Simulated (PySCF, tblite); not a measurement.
# C5H13NSi3: geometry, infrared bands and NMR shifts

What infrared bands and NMR shifts should C5H13NSi3 (`C=CC[SiH2]C([SiH3])([SiH3])C#N`) show?

Computed with tblite 0.8.0 and PySCF 2.14.0, with density-fitted response routines of our own, on a single molecule in the gas phase. Atoms count from 0, in the outputs and in this text.

### Step 1. The starting structure

22 atoms, charge 0, multiplicity 1; geometry from: force field or distance geometry start.

Bonds of the start (Å): C0–C1 1.35, C1–C2 1.45, C2–Si3 1.87, Si3–C4 1.86, C4–Si5 1.85, C4–Si6 1.86, C4–C7 1.47, C7–N8 1.17, C0–H9 1.10, C0–H10 1.09, C1–H11 1.09, C2–H12 1.10, C2–H13 1.12, Si3–H14 1.46, Si3–H15 1.48, Si5–H16 1.45, Si5–H17 1.49, Si5–H18 1.48, Si6–H19 1.46, Si6–H20 1.46, Si6–H21 1.46.

### Step 2. Optimising the geometry with GFN2-xTB

Job settings and geometry (Å):

```
{"job": {"kind": "relax", "xc": "GFN2-xTB", "basis": "xTB"}, "charge": 0, "multiplicity": 1}
C      3.910500    -0.676300     0.095200
C      2.857000     0.075000    -0.279700
C      1.552800    -0.448500    -0.643900
Si     0.286600     0.277200     0.525700
C     -1.433100     0.304500    -0.172600
Si    -2.148100    -1.373200    -0.462200
Si    -2.498600     1.242300     1.033900
C     -1.339500     1.083100    -1.421800
N     -1.283200     1.704800    -2.409200
H      4.842300    -0.163200     0.362400
H      3.836400    -1.765400     0.139800
H      3.018400     1.148100    -0.282700
H      1.303900    -0.133100    -1.667000
H      1.551600    -1.565400    -0.599300
H      0.232400    -0.425500     1.808000
H      0.674500     1.689300     0.755300
H     -2.108300    -2.177700     0.745900
H     -1.474000    -2.091300    -1.574200
H     -3.565700    -1.219100    -0.846100
H     -3.830000     1.521400     0.493300
H     -2.560700     0.493500     2.290000
H     -1.835700     2.518600     1.306800
```

Started as:

```bash
$ OMP_NUM_THREADS=1 python probes_run.py task.json out
```

This one command runs all jobs of the session in turn.

**Question.** This job is followed by: GFN2-xTB harmonic vibrations, gas phase; GIAO PBE0/pcSseg-1 NMR shielding, non-relativistic, gas phase. What will the session give for the following? strongest single infrared mode (GFN2-xTB); zero-point energy (GFN2-xTB); 13C shifts against TMS (PBE0/pcSseg-1); 1H shifts against TMS (PBE0/pcSseg-1, means over atoms taken as alike); 29Si shifts against TMS (PBE0/pcSseg-1, means over atoms taken as alike); 15N shifts against NH3 (PBE0/pcSseg-1).

The runs gave:

```
                                                                quantity                                   value
                               strongest single infrared mode (GFN2-xTB)                   2281 cm⁻¹, 581 km/mol
                                            zero-point energy (GFN2-xTB)                           93.6 kcal/mol
                                  13C shifts against TMS (PBE0/pcSseg-1)    140.2, 125.2, 122.6, 21.7, -15.8 ppm
  1H shifts against TMS (PBE0/pcSseg-1, means over atoms taken as alike)  6.11, 5.44, 5.31, 4.23, 4.22, 2.22 ppm
29Si shifts against TMS (PBE0/pcSseg-1, means over atoms taken as alike)                        -31.7, -60.7 ppm
                                  15N shifts against NH3 (PBE0/pcSseg-1)                               288.7 ppm
```

In words: The optimisation took 137 steps and gained 0.418 eV; among the close pairs (by a distance rule), C4–Si5 changed most, from 1.847 to 1.918 Å. All 60 modes are real, so the xTB geometry is a minimum. Unscaled tight-binding wavenumbers are off by several per cent, some by more. Its intensities can rank the bands wrongly. The most deshielded carbon is C1 (alkene CH), at 140.2 ppm: an sp2 carbon of a C=C bond. The most deshielded hydrogen is H11 (hydrogen on an alkene CH), at 6.11 ppm: olefinic region. At PBE0/pcSseg-1: The widest tensor belongs to N8: span 482 ppm, with a paramagnetic part of -363 ppm.
